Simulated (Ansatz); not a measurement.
**InH3 (triplet): wave-function methods side by side at distance In1–H2 = 2.404 Å, def2-SVP**

How much of the correlation energy of InH3 (triplet) does each wave-function method recover here?

Program: Ansatz 0.2.0, Gaussian basis. Level of theory: def2-SVP, core rule «outside noble gas», up to 9 orbitals frozen. These are calculated values, not measurements.

To be run: UHF; CCSD(T) on ROHF; CCSD(T) on UHF; BCCD(T) on ROHF; CISD; CCSDT(Q) on ROHF; CCSDT(Q) on UHF; CASSCF and MRCISD+Q, 4 electrons in 4 orbitals; CASSCF and NEVPT2, 4 electrons in 4 orbitals; CASSCF and MRCISD+Q, 6 electrons in 7 orbitals; CASSCF and NEVPT2, 6 electrons in 7 orbitals; Full CI.

32 further runs of the same task are left out: 6 for a known fault of the program, 20 that didn't finish, 6 set aside as unsound or not needed.

### Step 1. The geometry

The geometry derives from a PBE0/def2-TZVP stationary point (not a proven minimum). One bond is set to the value named and the two fragments are kept rigid. No spin-orbit coupling is included. Elements past krypton take def2 core potentials.

4 atoms, charge 0, spin multiplicity 3.

Atoms are counted from 1 here; the program's logs count them from 0.

Bond lengths: H3–H4 0.769 Å.

### Step 2. UHF

Contents of in.yaml:

```yaml
crystal:
  periodic: [false, false, false]
  atoms:
    - {symbol: In, position_ang: [0.000000, 0.022495, -0.037712]}
    - {symbol: H, position_ang: [0.000000, -2.359379, -0.363120]}
    - {symbol: H, position_ang: [0.384545, -0.101579, 2.329492]}
    - {symbol: H, position_ang: [-0.384545, -0.101579, 2.329492]}
basis:
  gaussian: {orbitals: def2-SVP}
magnetization: {spin_polarized: true, initial_magnetization: 2}
hamiltonian: {xc: hf}
output: {orbitals: {seedname: orbitals}}
```

The run is started by

```bash
> ansatz run in.yaml --threads 1 --pin off --events-out ev --progress --plain --max-ram 2393MiB
```

The runs that follow: CCSD(T) on ROHF; CCSD(T) on UHF; BCCD(T) on ROHF; CISD; CCSDT(Q) on ROHF; CCSDT(Q) on UHF; CASSCF and MRCISD+Q, 4 electrons in 4 orbitals; CASSCF and NEVPT2, 4 electrons in 4 orbitals; CASSCF and MRCISD+Q, 6 electrons in 7 orbitals; CASSCF and NEVPT2, 6 electrons in 7 orbitals; Full CI.

Before running them: what should the planned runs give, taken together? Wanted: FCI below the RHF energy; RMP2 from FCI; UMP2 from FCI; RCCSD from FCI; RCCSD(T) from FCI; UCCSD(T) from FCI; RCCSDT(Q) from FCI; UCCSDT(Q) from FCI; NEVPT2 pair from FCI.

The runs gave:

| quantity | value |
| --- | --- |
| FCI below the RHF energy | -2.4332 eV |
| RMP2 from FCI | +16.93 kcal/mol |
| UMP2 from FCI | +15.84 kcal/mol |
| RCCSD from FCI | +1.07 kcal/mol |
| RCCSD(T) from FCI | +0.30 kcal/mol |
| UCCSD(T) from FCI | +0.03 kcal/mol |
| RCCSDT(Q) from FCI | -0.03 kcal/mol |
| UCCSDT(Q) from FCI | -0.30 kcal/mol |
| NEVPT2 pair from FCI | +12.45 kcal/mol |
| NEVPT2 valence from FCI | +8.53 kcal/mol |
| MRCISD+Q valence from FCI | +0.17 kcal/mol |
| levels within 1 kcal/mol (43 meV) | UCCSD, RCCSD(T), UCCSD(T), BCCD(T), RCCSDT, UCCSDT, RCCSDT(Q), UCCSDT(Q), MRCISD+Q valence |
| T1 diagnostic | 0.061 |
| effectively unpaired electrons | 2.06 |

**Reading.** RCCSD(T) lands +0.30 kcal/mol from the yardstick (0.5 % of the correlation energy). UCCSDT, UCCSDT(Q) fall below full CI: unrestricted runs freeze a spin-polarised core, another one than full CI's, and coupled cluster isn't variational. The occupations are near whole numbers, but T1 = 0.061 shows that the orbitals relax strongly. Of the multireference levels listed MRCISD+Q valence comes nearest in total energy (+0.17 kcal/mol), which doesn't show that its space is the better one. These misses are within one basis, not against nature; the frozen cores of restricted and unrestricted runs differ, which can shift their rows.
